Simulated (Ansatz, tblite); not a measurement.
**The cluster Hf₇: rung by rung**

One table from this session's results is given with a row withheld; the runs are named, their logs left out.

Program: Ansatz 0.2.0, Gaussian basis. Level of theory: as each input shows. These are calculated values, not measurements.

The runs, in order: GFN1-xTB, GFN2-xTB, PBE-D4/def2-TZVP, r2SCAN-D4/def2-TZVP, HSE06-D4/def2-TZVP, HF/def2-TZVP, LC-ωPBE(0.10)/def2-SVP, LC-ωPBE(0.15)/def2-SVP, LC-ωPBE(0.20)/def2-SVP, LC-ωPBE(0.30)/def2-SVP, PBE-D4/def2-SVP, PBE0-D4/def2-SVP, PBE0-D4/def2-TZVPD, PBE-D4/def2-TZVPD, r2SCAN-D4/def2-TZVPD, MP2/def2-TZVP, RPA/def2-TZVP.

4 further runs of the same task are left out: 3 that didn't finish, 1 set aside as unsound or not needed.

## The relaxed structure

The singlet was relaxed beforehand with PBE-D4/def2-SVP. At that level it is the lowest of the isomers that a small search found.

7 atoms, charge 0, spin multiplicity 1.

Bond lengths: Hf1–Hf2 2.826 Å, Hf1–Hf5 2.926 Å, Hf1–Hf6 2.826 Å, Hf1–Hf7 2.913 Å, Hf2–Hf4 2.826 Å, Hf2–Hf5 2.902 Å, Hf2–Hf7 2.937 Å, Hf3–Hf4 2.826 Å, Hf3–Hf5 2.902 Å, Hf3–Hf6 2.825 Å, Hf3–Hf7 2.938 Å, Hf4–Hf5 2.942 Å, Hf4–Hf7 2.898 Å, Hf5–Hf6 2.927 Å, Hf5–Hf7 3.315 Å, Hf6–Hf7 2.913 Å. Angles: Hf2–Hf1–Hf5 60.6°, Hf2–Hf1–Hf6 108.0°, Hf2–Hf1–Hf7 61.5°, Hf5–Hf1–Hf6 61.2°, Hf5–Hf1–Hf7 69.2°, Hf6–Hf1–Hf7 61.0°, Hf1–Hf2–Hf4 108.0°, Hf1–Hf2–Hf5 61.4°, Hf1–Hf2–Hf7 60.7°, Hf4–Hf2–Hf5 61.8°, Hf4–Hf2–Hf7 60.3°, Hf5–Hf2–Hf7 69.2°, Hf4–Hf3–Hf5 61.8°, Hf4–Hf3–Hf6 108.0°, Hf4–Hf3–Hf7 60.3°, Hf5–Hf3–Hf6 61.5°, Hf5–Hf3–Hf7 69.2°, Hf6–Hf3–Hf7 60.7° and more.

Hf takes a core potential in the def2 sets. No spin-orbit coupling is included.

PBE0-D4/def2-TZVP was run before; its log isn't repeated, and its numbers join the tables.

The first run:

Tight binding, by tblite at 300 K electronic temperature and without a spin-polarisation term:

```python
tblite.interface.Calculator('GFN1-xTB', numbers, positions, charge=0, uhf=0).singlepoint()
```

Tight binding, by tblite at 300 K electronic temperature and without a spin-polarisation term:

```python
tblite.interface.Calculator('GFN2-xTB', numbers, positions, charge=0, uhf=0).singlepoint()
```

start.molden holds the orbitals of an earlier run on this state, given as this run's starting guess.

in.yaml reads:

```yaml
crystal:
  periodic: [false, false, false]
  atoms:
    - {symbol: Hf, position_ang: [0.440939, -2.337737, 0.343808]}
    - {symbol: Hf, position_ang: [0.826841, -0.910792, -2.064967]}
    - {symbol: Hf, position_ang: [-0.742269, 2.017499, 1.075514]}
    - {symbol: Hf, position_ang: [0.005326, 1.759264, -1.637932]}
    - {symbol: Hf, position_ang: [1.556428, 0.365419, 0.436812]}
    - {symbol: Hf, position_ang: [-0.531029, -0.527688, 2.284081]}
    - {symbol: Hf, position_ang: [-1.556236, -0.365964, -0.437326]}
basis:
  gaussian: {orbitals: def2-TZVP, initial_orbitals: start.molden}
hamiltonian: {xc: pbe, dispersion: d4}
scf: {omitted_lower_state_checks: [starts]}
output: {orbitals: {seedname: orbitals}}
```

The run is started by

```console
$ ansatz run in.yaml --threads 4 --pin off --events-out ev --progress --plain --max-ram 4787MiB
```

Steps of the session up to this table: PBE-D4/def2-TZVP; r2SCAN-D4/def2-TZVP; HSE06-D4/def2-TZVP; HF/def2-TZVP; LC-ωPBE(0.10)/def2-SVP; LC-ωPBE(0.15)/def2-SVP; LC-ωPBE(0.20)/def2-SVP; LC-ωPBE(0.30)/def2-SVP; PBE-D4/def2-SVP; PBE0-D4/def2-SVP; PBE0-D4/def2-TZVPD; PBE-D4/def2-TZVPD; r2SCAN-D4/def2-TZVPD; MP2/def2-TZVP; RPA/def2-TZVP.

One of the session's tables, all rows but one given; the rest of the session is left out.

It belongs to the step «Binding energy». 

| level | binding an atom (eV) |
| --- | --- |
| HF/def2-TZVP | 0.717 |
| PBE-D4/def2-SVP | 3.709 |
| PBE-D4/def2-TZVP | ? |
| PBE-D4/def2-TZVPD | 3.852 |
| r2SCAN-D4/def2-TZVP | 3.517 |
| r2SCAN-D4/def2-TZVPD | 3.519 |
| PBE0-D4/def2-SVP | 3.183 |
| PBE0-D4/def2-TZVP | 3.380 |
| PBE0-D4/def2-TZVPD | 3.384 |
| HSE06-D4/def2-TZVP | 3.406 |
| RPA/def2-TZVP | 3.203 |
| MP2/def2-TZVP | 4.577 |

**Question.** Estimate the row for PBE-D4/def2-TZVP.

As computed: binding an atom (eV): 3.849. In the column «binding an atom (eV)» it lies between PBE-D4/def2-SVP (3.709) and PBE-D4/def2-TZVPD (3.852).

Limits of these values: Free atoms were run apart at each level; binding is atoms less cluster, divided by the number of atoms, without zero-point or spin-orbit terms.
